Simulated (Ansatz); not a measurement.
# Triethylgallium (TEGa) (C6H15Ga): ionisation energy by level of theory

Aim: the vertical ionisation energy of triethylgallium (TEGa) (C6H15Ga), as cation minus neutral at the neutral's geometry, on several levels, and how well −ε(HOMO) stands in for it.

Program: Ansatz 0.2.0, Gaussian basis. Level of theory: unrestricted cation, the program's frozen cores in correlated methods. These are calculated values, not measurements.

The runs, in order: UKS PBE-D4/def2-TZVPP; UKS r2SCAN-D4/def2-TZVPP; UKS PBE0-D4/def2-TZVPP; UKS B3LYP-D4/def2-TZVPP; UKS wB97X-V/def2-TZVPP; UKS wB97M-V/def2-TZVPP; UKS B2PLYP/def2-TZVPP; UHF-CCSD(T)/def2-TZVPP; UHF-MP2/def2-QZVPP; extrapolation to the limit; then −ε(HOMO) from the neutral's earlier runs with LDA (SPW92), PBE-D4, revPBE-D4, BLYP-D4, r2SCAN-D4, B97M-V, PBE0-D4, B3LYP-D4, r2SCANh-D4, r2SCAN0-D4, HSE06-D4, BHLYP-D4, CAM-B3LYP-D4, LC-ωPBE, ωB97X-V, ωB97M-V.

### 1 The geometry

An earlier PBE0-D4 in a triple-zeta def2 set relaxation fixed the geometry.

22 atoms, charge 0, spin multiplicity 1.

Atoms are counted from 1 here; the program's logs count them from 0.

Bond lengths: C1–C2 1.524 Å, C1–H8 1.094 Å, C1–H9 1.095 Å, C1–H10 1.094 Å, C2–Ga3 1.985 Å, C2–H11 1.097 Å, C2–H12 1.097 Å, Ga3–C4 1.985 Å, Ga3–C6 1.985 Å, C4–C5 1.524 Å, C4–H13 1.097 Å, C4–H14 1.097 Å, C5–H15 1.095 Å, C5–H16 1.094 Å, C5–H17 1.094 Å, C6–C7 1.524 Å, C6–H18 1.097 Å, C6–H19 1.097 Å and more. Angles: C2–C1–H8 111.7°, C2–C1–H9 112.3°, C2–C1–H10 111.7°, H8–C1–H9 107.1°, H8–C1–H10 106.7°, H9–C1–H10 107.1°, C1–C2–Ga3 115.8°, C1–C2–H11 110.6°, C1–C2–H12 110.6°, Ga3–C2–H11 107.4°, Ga3–C2–H12 107.4°, H11–C2–H12 104.5°, C2–Ga3–C4 120.0°, C2–Ga3–C6 120.0°, C4–Ga3–C6 120.0°, Ga3–C4–C5 115.8°, Ga3–C4–H13 107.4°, Ga3–C4–H14 107.3° and more.

As a file:

```xyz
22
charge 0, multiplicity 1
C     0.0545    2.8725    0.8004
C     0.8160    1.8063    0.0211
Ga   -0.0028   -0.0024    0.0047
C     0.8811   -1.4835   -0.9789
C     2.1781   -1.1237   -1.6947
C    -1.7049   -0.3303    0.9730
C    -2.2539   -1.7499    0.8879
H    -0.0580    2.5999    1.8535
H     0.5560    3.8454    0.7713
H    -0.9544    3.0187    0.4048
H     1.8365    1.7000    0.4098
H     0.9505    2.1144   -1.0232
H     0.1488   -1.8888   -1.6882
H     1.0493   -2.2973   -0.2625
H     2.6156   -1.9809   -2.2169
H     2.0240   -0.3379   -2.4393
H     2.9342   -0.7514   -0.9978
H    -2.4406    0.3910    0.5962
H    -1.5468   -0.0404    2.0193
H    -3.1916   -1.8662    1.4414
H    -2.4522   -2.0451   -0.1462
H    -1.5486   -2.4808    1.2929
```

### 2 Cation, UKS PBE-D4/def2-TZVPP

File in.yaml:

```yaml
crystal:
  periodic: [false, false, false]
  atoms:
    - {symbol: C, position_ang: [0.054503, 2.872452, 0.800441]}
    - {symbol: C, position_ang: [0.816038, 1.806270, 0.021076]}
    - {symbol: Ga, position_ang: [-0.002786, -0.002417, 0.004721]}
    - {symbol: C, position_ang: [0.881061, -1.483472, -0.978866]}
    - {symbol: C, position_ang: [2.178083, -1.123702, -1.694653]}
    - {symbol: C, position_ang: [-1.704858, -0.330277, 0.972997]}
    - {symbol: C, position_ang: [-2.253949, -1.749876, 0.887931]}
    - {symbol: H, position_ang: [-0.058048, 2.599894, 1.853465]}
    - {symbol: H, position_ang: [0.555952, 3.845395, 0.771347]}
    - {symbol: H, position_ang: [-0.954431, 3.018657, 0.404844]}
    - {symbol: H, position_ang: [1.836500, 1.700031, 0.409816]}
    - {symbol: H, position_ang: [0.950539, 2.114447, -1.023246]}
    - {symbol: H, position_ang: [0.148799, -1.888777, -1.688208]}
    - {symbol: H, position_ang: [1.049295, -2.297292, -0.262508]}
    - {symbol: H, position_ang: [2.615563, -1.980921, -2.216865]}
    - {symbol: H, position_ang: [2.023995, -0.337878, -2.439341]}
    - {symbol: H, position_ang: [2.934163, -0.751415, -0.997832]}
    - {symbol: H, position_ang: [-2.440605, 0.391042, 0.596166]}
    - {symbol: H, position_ang: [-1.546828, -0.040364, 2.019310]}
    - {symbol: H, position_ang: [-3.191552, -1.866152, 1.441374]}
    - {symbol: H, position_ang: [-2.452186, -2.045067, -0.146179]}
    - {symbol: H, position_ang: [-1.548551, -2.480777, 1.292910]}
basis:
  gaussian: {orbitals: def2-TZVPP}
total_charge: 1
magnetization: {spin_polarized: true, initial_magnetization: 1}
hamiltonian: {xc: pbe, dispersion: d4}
```

Command:

```
$ ansatz run in.yaml --threads 4 --pin off --events-out ev --progress --plain --max-ram 63488MiB --backend cuda --devices 0, --max-vram 37GiB
```

Standard output:

```text
Functional definition: PBE
  name "PBE"
  cite "Perdew, Burke & Ernzerhof, Phys. Rev. Lett. 77, 3865 (1996) doi:10.1103/PhysRevLett.77.3865"
  parent pbe
  parameter kappa = 0.804
  parameter beta = 0.06672455060314922
  exchange = pbe_x(kappa = kappa, mu = beta*pi^2/3)
  correlation = pbe_c(beta = beta)
2333 factors; their error is unknown
mean field evaluation 1: about -58779.4445 eV, gradient 9.8e1 eV
mean field evaluation 2: about -58655.8647 eV, gradient 1.6e2 eV
mean field evaluation 4: about -58817.2799 eV, gradient 3.0e1 eV
mean field evaluation 8: about -58821.3379 eV, gradient 8.7e0 eV
mean field evaluation 16: about -58821.5116 eV, gradient 7.1e0 eV
mean field evaluation 32: about -58818.9288 eV, gradient 1.0e1 eV
mean field evaluation 64: about -58821.8227 eV, gradient 1.4e-4 eV
mean field evaluation 96: about -58821.7828 eV, gradient 1.8e-1 eV
mean field -58821.82271645 eV, -2161.6621139662 hartree, gradient 5.6e-6 eV, S^2 0.752254; 12 other end points of the search recorded, 0 dependent functions left out
reference -58821.82277236 eV, -2161.6621160207 hartree; 41, 40 occupied and 403, 404 virtual orbitals, 2333 factors
Total energy: -58822.25889694 eV, -2161.6781433034 hartree
```

It took 13 s on 1 × H100 (card shared with other runs) with 4 threads of AMD EPYC 7R13, shared host; peak host memory 1.1 GiB.

Less the neutral's -58830.5552 eV (earlier run), this gives 8.296 eV. ⟨S²⟩ = 0.752.

### 3 Cation, UKS r2SCAN-D4/def2-TZVPP

Edit in.yaml of step 2 so:

```diff
@@ -29,2 +29,2 @@
 magnetization: {spin_polarized: true, initial_magnetization: 1}
-hamiltonian: {xc: pbe, dispersion: d4}
+hamiltonian: {xc: r2scan, dispersion: d4}
```

Launched as before.

Standard output, shortened:

```text
Functional definition: r2SCAN
  name "r2SCAN"
  cite "Furness, Kaplan, Ning, Perdew & Sun, J. Phys. Chem. Lett. 11, 8208 (2020) doi:10.1021/acs.jpclett.0c02405"
  cite "Furness, Kaplan, Ning, Perdew & Sun, J. Phys. Chem. Lett. 11, 9248 (2020) doi:10.1021/acs.jpclett.0c03077"
  parent r2scan
[...]
2333 factors; their error is unknown
[...]
mean field -58834.72140358 eV, -2162.1361319751 hartree, gradient 1.6e-5 eV, S^2 0.755750; 5 other end points of the search recorded, 0 dependent functions left out
reference -58834.72142321 eV, -2162.1361326966 hartree; 41, 40 occupied and 403, 404 virtual orbitals, 2333 factors
Total energy: -58834.83928683 eV, -2162.1404641045 hartree
```

Run time: 11 s. Hardware: 1 × H100 (card shared with other runs) with 4 threads of AMD EPYC 7R13, shared host; peak host memory 1.2 GiB.

Less the neutral's -58843.2083 eV (earlier run), this gives 8.369 eV. ⟨S²⟩ = 0.756.

### 4 Cation, UKS PBE0-D4/def2-TZVPP

Edit in.yaml of step 3 so:

```diff
@@ -29,2 +29,2 @@
 magnetization: {spin_polarized: true, initial_magnetization: 1}
-hamiltonian: {xc: r2scan, dispersion: d4}
+hamiltonian: {xc: pbe0, dispersion: d4}
```

The command is unchanged.

Standard output, shortened:

```text
Functional definition: PBE0
  name "PBE0"
  cite "Adamo & Barone, J. Chem. Phys. 110, 6158 (1999) doi:10.1063/1.478522"
  cite "Perdew, Burke & Ernzerhof, Phys. Rev. Lett. 77, 3865 (1996) doi:10.1103/PhysRevLett.77.3865"
  parent pbe
[...]
2378 factors; their error is unknown
[...]
mean field -58823.96791646 eV, -2161.7409486122 hartree, gradient 2.2e-6 eV, S^2 0.756543; 6 other end points of the search recorded, 0 dependent functions left out
reference -58823.96795755 eV, -2161.7409501225 hartree; 41, 40 occupied and 403, 404 virtual orbitals, 2378 factors
Total energy: -58824.34185911 eV, -2161.7546907514 hartree
```

Wall time 12 s (1 × H100 (card shared with other runs) with 4 threads of AMD EPYC 7R13, shared host); peak host memory 1.1 GiB.

The neutral molecule at this level: -58832.9418 eV. Difference: 8.600 eV. ⟨S²⟩ = 0.757.

### 5 Cation, UKS B3LYP-D4/def2-TZVPP

Edit in.yaml of step 4 so:

```diff
@@ -29,2 +29,2 @@
 magnetization: {spin_polarized: true, initial_magnetization: 1}
-hamiltonian: {xc: pbe0, dispersion: d4}
+hamiltonian: {xc: {name: B3LYP}, dispersion: d4}
```

Same command.

Standard output, shortened:

```text
Functional definition: B3LYP
  name "B3LYP"
  cite "Stephens, Devlin, Chabalowski & Frisch, J. Phys. Chem. 98, 11623 (1994) doi:10.1021/j100096a001"
  cite "Becke, Phys. Rev. A 38, 3098 (1988) doi:10.1103/PhysRevA.38.3098"
  cite "Lee, Yang & Parr, Phys. Rev. B 37, 785 (1988) doi:10.1103/PhysRevB.37.785"
  cite "Vosko, Wilk & Nusair, Can. J. Phys. 58, 1200 (1980) doi:10.1139/p80-159"
[...]
2368 factors; their error is unknown
[...]
mean field -58840.82992503 eV, -2162.3606159980 hartree, gradient 6.2e-6 eV, S^2 0.755170; 6 other end points of the search recorded, 0 dependent functions left out
reference -58840.83028421 eV, -2162.3606291976 hartree; 41, 40 occupied and 403, 404 virtual orbitals, 2368 factors
Total energy: -58841.52410156 eV, -2162.3861265150 hartree
```

Wall time 20 s (1 × H100 (card shared with other runs) with 4 threads of AMD EPYC 7R13, shared host); peak host memory 1.1 GiB.

The neutral molecule at this level: -58850.1454 eV. Difference: 8.621 eV. ⟨S²⟩ = 0.755.

### 6 Cation, UKS wB97X-V/def2-TZVPP

Edit in.yaml of step 5 so:

```diff
@@ -29,2 +29,2 @@
 magnetization: {spin_polarized: true, initial_magnetization: 1}
-hamiltonian: {xc: {name: B3LYP}, dispersion: d4}
+hamiltonian: {xc: {name: wB97X-V}}
```

Same command.

Standard output, shortened:

```text
Functional definition: wB97X-V
  name "wB97X-V"
  cite "Mardirossian & Head-Gordon, Phys. Chem. Chem. Phys. 16, 9904 (2014) doi:10.1039/C3CP54374A"
  cite "Becke, J. Chem. Phys. 107, 8554 (1997) doi:10.1063/1.475007"
  cite "Vydrov & Van Voorhis, J. Chem. Phys. 133, 244103 (2010) doi:10.1063/1.3521275"
[...]
      + integral(e_c_pw_opposite_spin*poly(b97_u_opposite, cos0, cos1)) + vv10(b, c)
2368 factors; their error is unknown
629 factors; integrals over basis functions are off by at most 8.1e-6 eV
[...]
mean field -58832.15578395 eV, -2162.0418471925 hartree, gradient 2.3e-6 eV, S^2 0.768505; 4 other end points of the search recorded, 0 dependent functions left out
reference -58832.15578119 eV, -2162.0418470914 hartree; 41, 40 occupied and 403, 404 virtual orbitals, 2368 factors
Total energy: -58832.15578119 eV, -2162.0418470914 hartree
```

Run time: 16 s. Hardware: 1 × H100 (card shared with other runs) with 4 threads of AMD EPYC 7R13, shared host; peak host memory 1.3 GiB.

The neutral molecule at this level: -58841.0206 eV. Difference: 8.865 eV. ⟨S²⟩ = 0.769.

### 7 Cation, UKS wB97M-V/def2-TZVPP

Edit in.yaml of step 6 so:

```diff
@@ -29,2 +29,2 @@
 magnetization: {spin_polarized: true, initial_magnetization: 1}
-hamiltonian: {xc: {name: wB97X-V}}
+hamiltonian: {xc: {name: wB97M-V}}
```

The command is unchanged.

Standard output, shortened:

```text
Functional definition: wB97M-V
  name "wB97M-V"
  cite "Mardirossian & Head-Gordon, J. Chem. Phys. 144, 214110 (2016) doi:10.1063/1.4952647"
  cite "Becke, J. Chem. Phys. 107, 8554 (1997) doi:10.1063/1.475007"
  cite "Vydrov & Van Voorhis, J. Chem. Phys. 133, 244103 (2010) doi:10.1063/1.3521275"
  # Of w^i u^j: cxij and so on, Table III.
[...]
  gx(w, u) = 1 - cx + cx01*u + cx10*w
  gss(w, u) = css00 + css04*u^4 + css10*w + css20*w^2 + css43*w^4*u^3
  gos(w, u) = cos00 + cos10*w + (cos20 + cos21*u)*w^2 + (cos60 + cos61*u)*w^6
[...]
      + integral(e_c_pw_mod_opposite_spin*gos(b97_w_opposite, b97_u_opposite)) + vv10(b, c)
2368 factors; their error is unknown
629 factors; integrals over basis functions are off by at most 8.1e-6 eV
[...]
mean field -58831.75671967 eV, -2162.0271818508 hartree, gradient 3.2e-6 eV, S^2 0.764201; 4 other end points of the search recorded, 0 dependent functions left out
reference -58831.75678609 eV, -2162.0271842919 hartree; 41, 40 occupied and 403, 404 virtual orbitals, 2368 factors
Total energy: -58831.75678609 eV, -2162.0271842919 hartree
```

Run time: 20 s. Hardware: 1 × H100 (card shared with other runs) with 4 threads of AMD EPYC 7R13, shared host; peak host memory 1.4 GiB.

The neutral molecule at this level: -58840.6088 eV. Difference: 8.852 eV. ⟨S²⟩ = 0.764.

### 8 Cation, UKS B2PLYP (frozen core)/def2-TZVPP

Edit in.yaml of step 7 so:

```diff
@@ -29,2 +29,2 @@
 magnetization: {spin_polarized: true, initial_magnetization: 1}
-hamiltonian: {xc: {name: wB97M-V}}
+hamiltonian: {xc: {name: B2PLYP}}
```

Same command.

Standard output, shortened:

```text
Functional definition: B2PLYP
  name "B2PLYP"
  cite "Grimme, J. Chem. Phys. 124, 034108 (2006) doi:10.1063/1.2148954"
  cite "Becke, Phys. Rev. A 38, 3098 (1988) doi:10.1103/PhysRevA.38.3098"
  cite "Lee, Yang & Parr, Phys. Rev. B 37, 785 (1988) doi:10.1103/PhysRevB.37.785"
[...]
2575 factors; integrals over basis functions are off by at most 1.1e-3 eV
[...]
mean field -58811.11868541 eV, -2161.2687480808 hartree, gradient 2.5e-6 eV, S^2 0.779627; 2 other end points of the search recorded, 0 dependent functions left out
15 core orbitals not correlated: weight in the atoms' cores, before any rotation towards them, 1.000 or more for the frozen orbitals, at most 0.000 for the correlated occupied ones
reference -58811.11891099 eV, -2161.2687563708 hartree; 26, 25 occupied and 403, 404 virtual orbitals, 2575 factors
second order -42.13582681 eV of doubles, -0.00000000 eV of singles
Total energy: -58822.49558423 eV, -2161.6868414010 hartree
```

Run time: 9.5 s. Hardware: 1 × H100 (card shared with other runs) with 4 threads of AMD EPYC 7R13, shared host; peak host memory 2.1 GiB.

Less the neutral's -58831.1900 eV (earlier run), this gives 8.694 eV. ⟨S²⟩ = 0.780.

### 9 Cation, UHF-CCSD(T)/def2-TZVPP

Edit in.yaml of step 8 so:

```diff
@@ -29,2 +29,3 @@
 magnetization: {spin_polarized: true, initial_magnetization: 1}
-hamiltonian: {xc: {name: B2PLYP}}
+correlation: {method: ccsd_t}
+scf: {omitted_lower_state_checks: [cluster_reference]}
```

Same command.

Standard output, shortened:

```text
Functional definition: HF
  name "HF"
  cite "Fock, Z. Phys. 61, 126 (1930) doi:10.1007/BF01340294"
  parent pbe
[...]
2575 factors; integrals over basis functions are off by at most 1.1e-3 eV
[...]
mean field -58748.56015661 eV, -2158.9697645512 hartree, gradient 3.3e-6 eV, S^2 0.773866; 7 other end points of the search recorded, 0 dependent functions left out
15 core orbitals not correlated: weight in the atoms' cores, before any rotation towards them, 1.000 or more for the frozen orbitals, at most 0.000 for the correlated occupied ones
reference -58748.56015661 eV, -2158.9697645512 hartree; 26, 25 occupied and 403, 404 virtual orbitals, 2575 factors
second order -34.45731700 eV of doubles, -0.00000000 eV of singles
cycle   1  -35.30810964 eV  change   -8.5e-1 eV  update   1.4e-1
[...]
cycle  19  -36.47597838 eV  change    2.5e-5 eV  update   5.1e-5
perturbative correction -1.49855669 eV, -0.0550709426 hartree
Total energy: -58786.53469169 eV, -2160.3653029751 hartree
Checks for a lower state left out: cluster_reference
```

Wall time 3.4 min (1 × H100 (card shared with other runs) with 4 threads of AMD EPYC 7R13, shared host); peak host memory 2.1 GiB.

Less the neutral's -58795.4571 eV (earlier run), this gives 8.922 eV. ⟨S²⟩ = 0.774. T1 = 0.018 (report).

### 10 Cation, UHF-MP2/def2-QZVPP

Edit in.yaml of step 9 so:

```diff
@@ -26,6 +26,6 @@
 basis:
-  gaussian: {orbitals: def2-TZVPP}
+  gaussian: {orbitals: "def2-QZVPP.json"}
 total_charge: 1
 magnetization: {spin_polarized: true, initial_magnetization: 1}
-correlation: {method: ccsd_t}
+correlation: {method: mp2}
 scf: {omitted_lower_state_checks: [cluster_reference]}
```

The command is unchanged.

Standard output, shortened:

```text
Functional definition: HF
  name "HF"
  cite "Fock, Z. Phys. 61, 126 (1930) doi:10.1007/BF01340294"
  parent pbe
[...]
5248 factors; integrals over basis functions are off by at most 9.0e-4 eV
[...]
mean field -58749.97051462 eV, -2159.0215942519 hartree, gradient 6.5e-6 eV, S^2 0.773294; 7 other end points of the search recorded, 0 dependent functions left out
15 core orbitals not correlated: weight in the atoms' cores, before any rotation towards them, 1.000 or more for the frozen orbitals, at most 0.000 for the correlated occupied ones
reference -58749.97051462 eV, -2159.0215942519 hartree; 26, 25 occupied and 840, 841 virtual orbitals, 5248 factors
second order -42.95621367 eV of doubles, -0.00000000 eV of singles
Total energy: -58792.92672828 eV, -2160.6002059874 hartree
Checks for a lower state left out: cluster_reference
```

Wall time 24 s (1 × H100 (card shared with other runs) with 4 threads of AMD EPYC 7R13, shared host); peak host memory 1.8 GiB.

Less the neutral's -58802.0386 eV (earlier run), this gives 9.112 eV. ⟨S²⟩ = 0.773.

### 11 Extrapolating to the complete basis

This step is arithmetic on the last runs, with X = 3 and 4: exp(−7.88√X) for Hartree-Fock, X^−2.97 for correlation; only MP2 was run in the larger set, so CCSD(T) minus MP2 is added from the smaller one.

```tsv
level	energy at the limit (eV)
HF	-58750.1648
MP2	-58799.4165
CCSD	-58801.4351
CCSD(T)	-58802.9337
```

This is no true limit for total energies: MP2 correlation changes by a factor of 1.25 from triple to quadruple zeta (about 1.07 in light molecules), because outer-core shells are correlated in sets not made for them. Much of that cancels between molecule and atoms or ions.

The neutral's limit, from its own earlier runs, is -58811.9320 eV in the additive form (MP2 limit plus CCSD(T) minus MP2 in triple zeta), in which the cation has -58802.9337 eV.

### 12 The ladder

Differences are taken before rounding.

```tsv
method	ionisation energy (eV)	from CCSD(T)/CBS (eV)	time
PBE-D4	8.30	-0.70	16 s
r2SCAN-D4	8.37	-0.63	15 s
PBE0-D4	8.60	-0.40	16 s
B3LYP-D4	8.62	-0.38	23 s
ωB97X-V	8.86	-0.13	20 s
ωB97M-V	8.85	-0.15	24 s
B2PLYP	8.69	-0.30	13 s
HF/def2-TZVPP	8.09	-0.91	
MP2/def2-TZVPP	9.08	+0.08	
CCSD/def2-TZVPP	8.93	-0.07	
CCSD(T)/def2-TZVPP	8.92	-0.08	3.8 min
CCSD(T)/CBS	9.00	0	4.3 min
```

Among the levels timed on like hardware and quicker than the yardstick, those that no quicker one beats, quickest first: B2PLYP (13 s, -0.30 eV); ωB97X-V (20 s, -0.13 eV); CCSD(T)/def2-TZVPP (3.8 min, -0.08 eV).

Times add the cation's run and the neutral's; HF, MP2 and CCSD come out of the CCSD(T) runs.

Orbital estimates, from the neutral's runs:

```tsv
functional	−ε(HOMO) (eV)	by energy difference (eV)
LDA (SPW92)	5.78	
PBE-D4	5.64	8.30
revPBE-D4	5.59	
BLYP-D4	5.52	
r2SCAN-D4	5.87	8.37
B97M-V	5.94	
PBE0-D4	6.83	8.60
B3LYP-D4	6.63	8.62
r2SCANh-D4	6.31	
r2SCAN0-D4	6.98	
HSE06-D4	6.43	
BHLYP-D4	7.93	
CAM-B3LYP-D4	8.16	
LC-ωPBE	9.49	
ωB97X-V	9.14	8.86
ωB97M-V	9.03	8.85
```

### 13 Summary of results

| quantity | value |
| --- | --- |
| ionisation energy, CCSD(T)/CBS | 9.00 eV |
| nearest functional by difference | ωB97X-V (-0.13 eV) |
| nearest −ε(HOMO) | ωB97M-V (+0.03 eV) |
| −ε(HOMO) of PBE | 5.64 eV |
| T1 of the cation | 0.018 |

**Reading.** By cation minus neutral, the functionals miss by 0.70 eV at most. −ε(HOMO) of PBE misses by 3.4 eV, since self-interaction lifts the level. Among orbital estimates ωB97M-V comes nearest. Hartree-Fock falls 0.91 eV short, as the neutral has more correlation energy than the cation. The cation may have settled in a state other than its lowest; no search over hole states beyond the program's own was made. Correlated methods include outer-core shells of Ga, which these sets cover unevenly. With outer-core shells in play the reference is unsure by up to some tenths of an eV, so close misses can't be ranked.

For cost: CCSD(T)/def2-TZVPP gets within 0.08 eV in 3.8 min, where CCSD(T)/CBS took 4.3 min; the quickest level in the cost chart, B2PLYP, takes 13 s and misses by 0.30 eV.
